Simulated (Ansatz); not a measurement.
# HC2Cl5: the cost of one run

Program: Ansatz 0.2.0. Level of theory: DFT PBE, scalar-relativistic, plane waves, PAW. These are calculated values, not measurements.

**1. The starting structure**

It takes space group P2_1/c (No. 14, monoclinic). The conventional cell has a = 6.569 Å, b = 11.511 Å, c = 9.499 Å, α = 90.00°, β = 109.12°, γ = 90.00°. H (site symmetry 1) is surrounded by 1 C at 1.10 Å. Around C (site symmetry 1) lie 1 C at 1.55 Å and 3 Cl at 1.77 to 1.79 Å. C (site symmetry 1) is surrounded by 1 H at 1.10 Å. Cl (site symmetry 1) has 1 C at 1.79 Å as nearest neighbours. Cl (site symmetry 1) is surrounded by 1 C at 1.77 Å. Around Cl (site symmetry 1) lie 1 C at 1.78 Å.

Structure file:

```
H C Cl
1.0
     6.56879    0.00000   -0.05000
     0.00000   11.51105    0.00000
    -3.04313    0.00000    8.99885
H C Cl
4 8 20
Direct
  0.34650 0.20685 0.13304
  0.65350 0.70685 0.36696
  0.65350 0.79315 0.86696
  0.34650 0.29315 0.63304
  0.16570 0.16417 0.27973
  0.83430 0.66417 0.22027
  0.83430 0.83583 0.72027
  0.16570 0.33583 0.77973
  0.37142 0.15522 0.23417
  0.62858 0.65522 0.26583
  0.62858 0.84478 0.76583
  0.37142 0.34478 0.73417
  0.11573 0.31422 0.30356
  0.88427 0.81422 0.19644
  0.88427 0.68578 0.69644
  0.11573 0.18578 0.80356
  0.19489 0.08640 0.44654
  0.80511 0.58640 0.05346
  0.80511 0.91360 0.55346
  0.19489 0.41360 0.94654
  0.94368 0.10733 0.13202
  0.05632 0.60733 0.36798
  0.05632 0.89267 0.86798
  0.94368 0.39267 0.63202
  0.59861 0.21285 0.37548
  0.40139 0.71285 0.12452
  0.40139 0.78715 0.62452
  0.59861 0.28715 0.87548
  0.42170 0.00952 0.19345
  0.57830 0.50952 0.30655
  0.57830 0.99048 0.80655
  0.42170 0.49048 0.69345
```

It is the result of an earlier relaxation at this level (volume 21.21 Å³/atom; gap on the mesh: 4.63 eV).

Reference energy of this cell: -23670.0406 eV (32 atoms, 4×2×2 mesh, zero smearing).

**2. With PBE**

Cell and atoms are relaxed anew from the first level's result.

Contents of input.yaml:

```yaml
crystal:
  lattice:
    - [6.5687889966, 0.0, -0.0500005574]
    - [0.0, 11.5110493265, 0.0]
    - [-3.043125569, 0.0, 8.9988521613]
  atoms:
    - { symbol: H, position: [0.3464981384, 0.2068475574, 0.133041387] }
    - { symbol: H, position: [0.6535018616, 0.7068475574, 0.366958613] }
    - { symbol: H, position: [0.6535018616, 0.7931524426, 0.866958613] }
    - { symbol: H, position: [0.3464981384, 0.2931524426, 0.633041387] }
    - { symbol: C, position: [0.1657018358, 0.1641662039, 0.2797273982] }
    - { symbol: C, position: [0.8342981642, 0.6641662039, 0.2202726018] }
    - { symbol: C, position: [0.8342981642, 0.8358337961, 0.7202726018] }
    - { symbol: C, position: [0.1657018358, 0.3358337961, 0.7797273982] }
    - { symbol: C, position: [0.3714166043, 0.1552189874, 0.2341666808] }
    - { symbol: C, position: [0.6285833957, 0.6552189874, 0.2658333192] }
    - { symbol: C, position: [0.6285833957, 0.8447810126, 0.7658333192] }
    - { symbol: C, position: [0.3714166043, 0.3447810126, 0.7341666808] }
    - { symbol: Cl, position: [0.1157266727, 0.3142170426, 0.3035639452] }
    - { symbol: Cl, position: [0.8842733273, 0.8142170426, 0.1964360548] }
    - { symbol: Cl, position: [0.8842733273, 0.6857829574, 0.6964360548] }
    - { symbol: Cl, position: [0.1157266727, 0.1857829574, 0.8035639452] }
    - { symbol: Cl, position: [0.1948934005, 0.0864006923, 0.446537185] }
    - { symbol: Cl, position: [0.8051065995, 0.5864006923, 0.053462815] }
    - { symbol: Cl, position: [0.8051065995, 0.9135993077, 0.553462815] }
    - { symbol: Cl, position: [0.1948934005, 0.4135993077, 0.946537185] }
    - { symbol: Cl, position: [0.9436790531, 0.1073264587, 0.1320226131] }
    - { symbol: Cl, position: [0.0563209469, 0.6073264587, 0.3679773869] }
    - { symbol: Cl, position: [0.0563209469, 0.8926735413, 0.8679773869] }
    - { symbol: Cl, position: [0.9436790531, 0.3926735413, 0.6320226131] }
    - { symbol: Cl, position: [0.5986108691, 0.212845402, 0.3754790781] }
    - { symbol: Cl, position: [0.4013891309, 0.712845402, 0.1245209219] }
    - { symbol: Cl, position: [0.4013891309, 0.787154598, 0.6245209219] }
    - { symbol: Cl, position: [0.5986108691, 0.287154598, 0.8754790781] }
    - { symbol: Cl, position: [0.4217035829, 0.0095150718, 0.193446683] }
    - { symbol: Cl, position: [0.5782964171, 0.5095150718, 0.306553317] }
    - { symbol: Cl, position: [0.5782964171, 0.9904849282, 0.806553317] }
    - { symbol: Cl, position: [0.4217035829, 0.4904849282, 0.693446683] }
basis:
  ecutwfc: 420
kpoints:
  mp_grid: { grid: [4, 2, 2] }
hamiltonian:
  xc: pbe
scf:
  occupations: { method: gaussian, width: 0.02 }
output:
  forces: true
  stress: true
  eigenvalues: true
relax:
  adjacent_minimum: "off"
  f_tol: 0.02
  max_steps: 50
  cell: { stress_tol: 0.1 }
```

Command:

```bash
> ansatz run input.yaml --threads 8 --pin off --max-ram 16384MiB --backend cpu --events-out ev --progress --plain --runs-dir out
```

What time and memory should one allow on 8 threads of Arm Neoverse V2, shared host?

About 2.6 min, with a peak of 4.6 GiB.
